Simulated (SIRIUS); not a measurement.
A run of SIRIUS 7.10.0:

File sirius.json:

```json
{
  "control": {
    "processing_unit": "cpu",
    "verbosity": 2,
    "num_bands_to_print": 32,
    "print_forces": true,
    "print_stress": true
  },
  "parameters": {
    "electronic_structure_method": "pseudopotential",
    "xc_functionals": ["XC_GGA_X_PBE", "XC_GGA_C_PBE"],
    "gk_cutoff": 9.2,
    "pw_cutoff": 18.4,
    "ngridk": [5, 5, 2],
    "shiftk": [0, 0, 0],
    "smearing": "fermi_dirac",
    "smearing_width": 0.0018374661,
    "num_bands": 32,
    "num_mag_dims": 0,
    "num_dft_iter": 100,
    "energy_tol": 1e-08,
    "density_tol": 1e-06
  },
  "iterative_solver": {
    "type": "davidson",
    "min_tolerance": 1e-09,
    "tolerance_scale": [0.1, 0.25]
  },
  "mixer": {
    "type": "anderson",
    "beta": 0.7,
    "max_history": 8
  },
  "settings": {
    "tol_ne": 1e-10,
    "pseudo_grid_cutoff": 6.5
  },
  "unit_cell": {
    "lattice_vectors": [
      [5.78293988658, 0.0, 0.0],
      [-2.89146994329, 5.008171072744, 0.0],
      [0.0, 0.0, 15.002743573278]
    ],
    "atom_coordinate_units": "lattice",
    "atom_types": ["Zn", "O"],
    "atom_files": {
      "Zn": "Zn.json",
      "O": "O.json"
    },
    "atoms": {
      "Zn": [
        [0.0, 0.0, 0.0]
      ],
      "O": [
        [0.33333, 0.66667, 0.12117],
        [0.33333, 0.66667, 0.59234],
        [0.66667, 0.33333, 0.40766],
        [0.66667, 0.33333, 0.87883]
      ]
    }
  }
}
```

Potentials or basis: SPMS 1.0 PBE (norm-conserving).

The run is started by

```console
$ upf_to_json 30_Zn_20_1.9_2.3_pbe_n_v1.0.upf
$ upf_to_json 08_O_6_1.2_1.4_pbe_n_v1.0.upf
$ OMP_NUM_THREADS=1 sirius.scf --input=sirius.json --output=out.json --task=0
```

Hardware: 1 thread of Arm Neoverse V1, on a shared host.

Question: How long does it take, and how much memory?

Answer: Run time: 6.7 min on 1 thread of Arm Neoverse V1 (shared host), peak memory 0.54 GiB. Counts: scf iterations 26, k points 26, plane waves 5785, bands 32.
